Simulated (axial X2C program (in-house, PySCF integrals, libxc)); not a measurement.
# TeAl⁻: properties at the nuclei

Wanted for TeAl⁻: properties at the nuclei, at the two-component level.

Program: an in-house X2C program for linear molecules on PySCF integrals. Level of theory: two-component X2C with atomic mean-field terms, Te dyall-acv3z, Al dyall-av3z. These are calculated values, not measurements.

## 1. The job

task.json

```json
{"zs": [52, 13], "q": -1, "bas": ["dyall-acv3z", "dyall-av3z"], "r0": 2.41, "levels": ["PBE0", "HF", "B3LYP", "PBE50", "LDA"], "nst": 3}
```

Keys: zs atomic numbers; q charge; bas basis sets; r0 starting distance in Å; levels methods (HF also brings MP2); nst determinants followed.

Started as:

```console
python soeom.py task.json out
```

After this run come: Expectation values, lowest determinant; Expectation values, a higher determinant; Expectation values, a higher determinant.

Before running it: what results should come out? Wanted: lowest determinant; qzz Te; qzz Al; higher determinant; Eeff magnitude; Ws magnitude Te; A∥/gI Te (for each run or level that gives them).

The runs gave:

| quantity | value |
| --- | --- |
| lowest determinant | Ω = 0 (closed shell) |
| qzz Te (a.u.), PBE0 | -0.36 |
| qzz Al (a.u.), PBE0 | -0.96 |
| higher determinant | Ω = 2 (excess of +ω over −ω: ω = 1/2, ω = 3/2) |
| Eeff magnitude (GV/cm), PBE0, higher determinant | 1.36 |
| Ws magnitude Te (kHz), PBE0, higher determinant | 0.39 |
| A∥/gI Te (MHz), PBE0, higher determinant | 84.1 |
| qzz Te (a.u.), PBE0, higher determinant | 5.67 |
| higher determinant | Ω = 1 (excess of +ω over −ω: 2 × ω = 1/2) |
| Eeff magnitude (GV/cm), PBE0, higher determinant | 0.378 |
| Ws magnitude Te (kHz), PBE0, higher determinant | 0.0777 |
| A∥/gI Te (MHz), PBE0, higher determinant | 205 |
| qzz Te (a.u.), PBE0, higher determinant | 6.11 |

In words: The expectation values come from single determinants, which for open shells can mix terms of unlike spin or miss the lowest Ω, so a determinant need not be a state. Eeff is the effective electric field on the electron dipole moment in this Ω state and Ws the scalar–pseudoscalar constant (defined with the proton number Z and per Ω); A∥ is the parallel hyperfine constant, which follows by multiplying with the nuclear g factor gI = μI/(I μN); qzz is the electric field gradient, eQq0 = 234.96 MHz × Q/barn × qzz. The operators were transformed with the bare-nucleus X2C matrices.
